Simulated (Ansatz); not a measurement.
Crystal: ZnSn2N2.

```
Sn Zn N
1.0
     3.35233    0.00000    0.00000
     0.00000    3.35233    0.00000
     0.00000    0.00000    8.06421
Sn Zn N
2 1 2
Direct
  0.50000 0.50000 0.30583
  0.50000 0.50000 0.69417
  0.00000 0.00000 0.00000
  0.00000 0.50000 0.85419
  0.50000 0.00000 0.14581
```

The cell comes from a database or a generator and needn't be the stable form of this composition.

| Item | Value |
| --- | --- |
| Program | Ansatz 0.2.0 |
| Task | relaxation of cell and atoms |
| Functional | PBEsol |
| Potentials or basis | Ansatz PAW |
| Cutoff | 420 eV (not typed: the program's choice for these potentials) |
| k mesh | 8 × 8 × 4 |
| Occupations | fermi-dirac, width 0.05 eV |
| Spin | no spin polarisation |

At the start: volume 18.13 Å³/atom.

**Question.** Where does the relaxation end?

**Answer.** It ends after 8 steps and the volume is 17.01 Å³/atom (-6.2 %); space group P-4m2 (No. 115, to 0.05 Å).

Step by step:
```csv
step,energy change (eV),largest force (eV/Å),volume (Å³)
1,0.0000,0.1540,90.63
2,-0.0701,0.3638,86.31
3,-0.0858,0.1357,85.23
4,-0.0880,0.0144,85.16
5,-0.0881,0.0038,85.15
6,-0.0797,0.0036,85.15
7,-0.0800,0.0007,85.03
8,-0.0797,0.0007,85.03
```

Final structure:
```cif
data_structure
_symmetry_space_group_name_H-M 'P 1'
_symmetry_Int_Tables_number 1
_cell_length_a 3.3021
_cell_length_b 3.3021
_cell_length_c 7.7981
_cell_angle_alpha 90.000
_cell_angle_beta 90.000
_cell_angle_gamma 90.000
_cell_volume 85.03
loop_
_atom_site_label
_atom_site_type_symbol
_atom_site_fract_x
_atom_site_fract_y
_atom_site_fract_z
_atom_site_occupancy
Sn1 Sn 0.50000 0.50000 0.31163 1
Sn2 Sn 0.50000 0.50000 0.68837 1
Zn1 Zn 0.00000 0.00000 0.00000 1
N1 N 0.00000 0.50000 0.85236 1
N2 N 0.50000 0.00000 0.14764 1
```

Caveat: the plane-wave basis is chosen anew once the cell has moved, so the energies of steps on either side of that aren't comparable; the pressure holds a Pulay correction of +0.3 GPa for the finite cutoff; the PAW data sets come from PBE, with cores solved anew for the run's functional, which leaves a small shift of forces and pressure.
